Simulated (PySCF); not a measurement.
# Copper: the same states on changed settings

One table from this session's results is given with a row withheld; the runs are named, their logs left out.

The numbers are computed with PySCF 2.14.0 (unrestricted determinants in a Gaussian basis, no spin-orbit coupling in the energies), except any that are marked as measured or tabulated.

6 further runs of the same task are left out: 2 that didn't finish, 4 set aside as unsound or not needed.

## What is computed

```
Element                                   : copper (Z = 29)
Basis                                     : STO-3G (4s3p1d, 18 functions)
Hamiltonian                               : the non-relativistic Hamiltonian (point nucleus)
State 1                                   : Cu⁺: [Ar] 3d10, closed-shell 1S
State 2                                   : Cu²⁺: [Ar] 3d9, 2D determinant
Methods                                   : UHF, B3LYP, TPSS, MP2
Core shells frozen in the correlated runs : valence: [Ar] (for Cu⁺)
```

The outer shells:

Cu+ [Ar] 3d10
```
[Ar] core
3d [↑↓][↑↓][↑↓][↑↓][↑↓]
```

Cu2+ [Ar] 3d9
```
[Ar] core
3d [↑↓][↑↓][↑↓][↑↓][↑ ]
```

The sound run (x2c-SVPall, the spin-free X2C one-electron Hamiltonian (Gaussian nucleus), symmetry-adapted start, fine grid, valence correlation) gave:

```csv
species,method,energy (hartree)
Cu⁺,UHF,-1652.59959
Cu⁺,B3LYP,-1654.20672
Cu⁺,TPSS,-1654.18686
Cu⁺,MP2 (valence),-1652.87451
Cu²⁺,UHF,-1651.96027
Cu²⁺,B3LYP,-1653.43959
Cu²⁺,TPSS,-1653.42352
Cu²⁺,MP2 (valence),-1652.12809
```

One driver process ran all states and methods and kept the integrals in memory. Each run is shown as a PySCF script that sums up its settings (the driver passes frozen orbitals as a list and adds second-order terms of double hybrids); the logs are those of the runs themselves. The driver starts from symmetry-adapted Hartree-Fock orbitals, holds the occupation by maximum overlap and uses a logarithmic radial grid for functionals, so a plain start would take other cycles.

Set-up of the first run:

It was started by

```sh
> OMP_NUM_THREADS=1 python atomrun2.py TASK.json OUT
```

Contents of input.py:

```python
from pyscf import gto, scf, dft, mp, cc
import basis_set_exchange as bse
mol = gto.M(atom="Cu 0 0 0", charge=1, spin=0, symmetry="D2h",
            basis=gto.basis.parse(bse.get_basis("STO-3G", elements=["Cu"], fmt="nwchem", header=False)))
mf = scf.UHF(mol)
mf.irrep_nelec = {'Ag': (5, 5), 'B1g': (1, 1), 'B2g': (1, 1), 'B3g': (1, 1), 'B1u': (2, 2), 'B2u': (2, 2), 'B3u': (2, 2)}
mf.kernel()
```

Among the steps run: Changed run, Cu⁺: the ladder of methods; Changed run, Cu²⁺, method by method.

One table of the session follows, with a row left open; its other results are not shown here.

Ionisation energy of Cu⁺:

```
 method  sound run (eV)
    UHF          17.397
  B3LYP          20.875
   TPSS          20.771
    MP2          20.311
SCS-MP2               ?
```

**Question.** Estimate the row for SCS-MP2.

The run gave: sound run (eV): 19.936. In the column «sound run (eV)» it lies between UHF (17.397) and MP2 (20.311).
